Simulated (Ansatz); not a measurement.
**The pair BF₄···H₂S, charge −1: a pair, distance and slip**

Aim: map the energy of the pair BF₄···H₂S, charge −1 over two coordinates, and find its wells, ridges and stiffness.

Program: Ansatz 0.2.0. Level of theory: RKS SPW92 (LDA)/def2-SVPD. These are calculated values, not measurements.

## (1) The starting structure

8 atoms, charge -1, spin multiplicity 1.

Atoms are counted from 1 here; the program's logs count them from 0.

Bond lengths: F1–B2 1.423 Å, B2–F3 1.413 Å, B2–F4 1.448 Å, B2–F5 1.413 Å, S6–H7 1.382 Å, S6–H8 1.362 Å. Angles: F1–B2–F3 110.1°, F1–B2–F4 108.4°, F1–B2–F5 110.1°, F3–B2–F4 108.8°, F3–B2–F5 110.6°, F4–B2–F5 108.8°, H7–S6–H8 89.5°.

As a file:

```xyz
8

F    -0.96449    0.68245   -0.41186
B    -0.03303    0.01850   -1.25884
F     0.68917    0.96413   -2.02162
F     0.89558   -0.71913   -0.42876
F    -0.70807   -0.89081   -2.10459
S     0.23908   -0.16040    2.67703
H     0.64833   -0.48720    1.39854
H    -0.76656    0.59246    2.15031
```

This geometry comes from a loose relaxation at PBE in a small basis, which is not shown.

## (5) Setting up the map

The axes are (1) separation of F4 and S6 along their line in the relaxed pair: 15 values from 2.602 to 5.202 Å; (2) sideways slip of S6, H7, H8: 15 values from −3.00 Å.

Nothing else is relaxed (both partners rigid). Energies count from the ion and the molecule far apart, frozen as in the relaxed pair, each in its own basis (no counterpoise correction). Points are written as (first, second).

(The set-up runs are not shown.)

## (6) Point (3.052 Å, 0.00 Å)

input.yaml reads:

```yaml
crystal:
  periodic: [false, false, false]
  atoms:
    - { symbol: F, position_ang: [-0.931337, 0.701689, -0.256146] }
    - { symbol: B, position_ang: [-0.046626, 0.040441, -1.143692] }
    - { symbol: F, position_ang: [0.614951, 0.982976, -1.922886] }
    - { symbol: F, position_ang: [0.903791, -0.685843, -0.380099] }
    - { symbol: F, position_ang: [-0.766939, -0.84318, -1.939667] }
    - { symbol: S, position_ang: [0.125199, -0.104782, 2.513146] }
    - { symbol: H, position_ang: [0.810302, -0.619932, 1.431026] }
    - { symbol: H, position_ang: [-0.674539, 0.502657, 1.569197] }
total_charge: -1
basis:
  gaussian: { orbitals: def2-SVPD }
hamiltonian:
  xc: lda
output:
  forces: true
```

The run is started by

```
$ ansatz run input.yaml --threads 1 --pin off --max-ram 2560MiB --backend cpu --events-out ev --progress --plain --runs-dir out
```

The session goes on with these runs: the other points that were computed.

Q: Predict the outcome of this session. Wanted: lowest point; largest force on an atom.

**Answer**, as computed:

| quantity | value |
| --- | --- |
| lowest point | (3.052 Å, 0.00 Å), −0.70 eV |
| highest computed point (blank points may lie higher) | (2.602 Å, −2.14 Å), 14.91 eV above the lowest |
| largest force on an atom (eV/Å) | 0 at (3.052 Å, 0.00 Å) to 65 at (2.602 Å, −2.14 Å); 0 at the lowest point |
| time for the whole task | 13 min on 1 thread, shared host |

In words: The lowest computed point is at (3.052 Å, 0.00 Å), −0.70 eV from the ion and the molecule far apart, frozen as in the relaxed pair, each in its own basis (no counterpoise correction). There is a further well near (3.790 Å, −2.57 Å) (0.16 eV above the lowest at that grid point). The highest computed point, (2.602 Å, −2.14 Å), lies 14.91 eV above the lowest. On the interpolated surface the easiest way out of the lowest well to the well at (3.790 Å, −2.57 Å) passes a barrier of about 0.19 eV. Round the minimum the valley is somewhat tilted: raising the first coordinate shifts the best value of sideways slip of S6, H7, H8 downwards (coupling k₁₂/√(k₁₁k₂₂) about 0.5). Between some neighbouring points the energy changes steeply, from close contacts of the rigid frames or a change of state; the map doesn't tell which. No counterpoise correction was made, so wells between separate parts tend to come out somewhat too deep.
